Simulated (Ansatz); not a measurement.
**ClHOSi: interaction energy of a dimer with the counterpoise correction, by script**

How strongly do two molecules of ClHOSi bind, and how much of that is basis error? Aim: the interaction energy of a dimer with the counterpoise correction, for ClHOSi, run from a script.

Computed with the Python package of Ansatz 0.2.0. Level of theory: r2SCAN/def2-SVP.

**1. The system**

Bond lengths: O1–Si2 1.605 Å, Si2–Cl3 2.021 Å, O1–H4 1.027 Å. Angles: O1–Si2–Cl3 101.3°, Si2–O1–H4 117.7°.

The script holds or builds the structure itself.

**2. The script**

Input file run_dimer.py:

```python
# -*- coding: utf-8 -*-
import ansatz as az

FIRST = [
    ('O', (-0.9311, 0.428, -0.2891)),
    ('Si', (-0.4264, -0.7681, 0.654)),
    ('Cl', (1.5753, -0.6532, 0.4012)),
    ('H', (-0.2179, 0.9931, -0.766)),
]
SECOND = [
    ('O', (2.013, -0.766, -3.2001)),
    ('Si', (0.7485, 0.0956, -3.6832)),
    ('Cl', (-0.7738, -1.1633, -3.257)),
    ('H', (1.8311, -1.6836, -2.7753)),
]

def energy(atoms, ghosts=()):
    molecule = az.Crystal.molecule()
    for symbol, xyz in atoms:
        molecule = molecule.atom(symbol, xyz)
    calc = (
        molecule.calculation()
        .basis(gaussian='def2-SVP')
        .functional('r2SCAN')
        .scf(lower_state_search='standard')
    )
    deck = calc.input()
    if ghosts:
        deck = deck.set(az.key.basis.gaussian.ghost_atoms, [{'symbol': s, 'position_ang': list(xyz)} for s, xyz in ghosts])
    return az.Session.from_dict(deck).plan().execute().report['free_energy_ev']

both = energy(FIRST + SECOND)
alone = energy(FIRST) + energy(SECOND)
ghosted = energy(FIRST, SECOND) + energy(SECOND, FIRST)
print(f'dimer {both:.6f} eV')
print(f'interaction, uncorrected   {96.485332 * (both - alone):8.3f} kJ/mol')
print(f'interaction, counterpoise  {96.485332 * (both - ghosted):8.3f} kJ/mol')
print(f'basis-set superposition    {96.485332 * (alone - ghosted):8.3f} kJ/mol')
```

**3. What the engine is handed**

The engine receives this input (first run):

```yaml
crystal:
  periodic: [false, false, false]
  atoms:
    - { symbol: O, position_ang: [-0.9311, 0.428, -0.2891] }
    - { symbol: Si, position_ang: [-0.4264, -0.7681, 0.654] }
    - { symbol: Cl, position_ang: [1.5753, -0.6532, 0.4012] }
    - { symbol: H, position_ang: [-0.2179, 0.9931, -0.766] }
    - { symbol: O, position_ang: [2.013, -0.766, -3.2001] }
    - { symbol: Si, position_ang: [0.7485, 0.0956, -3.6832] }
    - { symbol: Cl, position_ang: [-0.7738, -1.1633, -3.257] }
    - { symbol: H, position_ang: [1.8311, -1.6836, -2.7753] }
basis:
  gaussian:
    orbitals: def2-SVP
hamiltonian:
  xc: r2scan
scf:
  lower_state_search: standard
```

**4. The run**

The run is started by

```sh
$ python run_dimer.py
```

**Question.** How large is the interaction at this pose, and how much of it is basis-set superposition?

As calculated:

| quantity | value |
| --- | --- |
| interaction energy, uncorrected | -5.563 kJ/mol |
| interaction energy, counterpoise | 3.009 kJ/mol |
| runs compared | 5 |

What this shows: The counterpoise correction turns the binding into repulsion: what looked like attraction was the basis set's error. Uncorrected it is -5.563 kJ/mol, with the counterpoise correction 3.009 kJ/mol; the difference, 8.57 kJ/mol, is the superposition error. The sign changes with the correction, so this basis doesn't settle it. Reading the output:
- The dimer is a generated trial pose of unrelaxed monomers, not a minimum, so the figure is no binding energy, and the basis set is small.
- This level lacks the dispersion part of the attraction (electrostatics and induction are there), which can decide the sign where the interaction is weak.
